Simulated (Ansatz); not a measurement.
What does this script print? It uses Ansatz 0.2.0, Python API.

`mgzn3.py`
```python
"""Keys set on an Input object, for MgZn3."""

import warnings

import ansatz as az


def main() -> None:
    warnings.simplefilter("ignore", az.DeckWarning)

    xtal = (
        az.Lattice.cubic(3.966286)
        .space_group(221)
        .atom("Mg", (0.0, 0.0, 0.0))
        .atom("Zn", (0.5, 0.5, 0.0))
    )

    calculation = (
        xtal.calculation()
        .functional(az.Functional.PBESOL, dispersion="d3bjatm")
        .kpoints(4)
        .occupations("Fermi-Dirac", width=0.02)
        .eigensolver("davidson")
        .band_table()
    )
    typed = calculation.input()
    rows = []
    for value in [0.1, 0.3, 0.6]:
        edited = typed.set(az.key.scf.mixing.beta, value)
        rep = az.Session.from_dict(edited).plan().execute().report
        rows.append((value, rep["free_energy_ev"], rep["n_iterations"], len(rep["eigenvalues_ev"][0]) if "eigenvalues_ev" in rep else 0))
    print("          beta            F eV      iterations    bands listed")
    for row in rows:
        print(f"{str(row[0]):>14s}  {row[1]:14.5f}  {row[2]:14d}  {row[3]:14d}")


if __name__ == "__main__":
    main()
```

Output of `python mgzn3.py`:
```text
          beta            F eV      iterations    bands listed
           0.1    -11756.24869               8              28
           0.3    -11756.24869               7              28
           0.6    -11756.24869               8              28
```

Reading the output:
- These settings explore the input space; cutoff and mesh may be short of convergence.
- Dispersion corrections can be off by several per cent in the lattices of metals, and by several GPa in the pressure at a fixed cell.
- For a metal this k-point mesh is coarse: on a finer one energies can move by several to tens of meV an atom and pressures by half a GPa or more, differences at one mesh by less.
- This cell is a computed structure, which may not be the phase found in nature.
- Timing: 5.8 s on 1 thread of Arm Neoverse V2, on a shared host, peak memory 0.34 GiB.
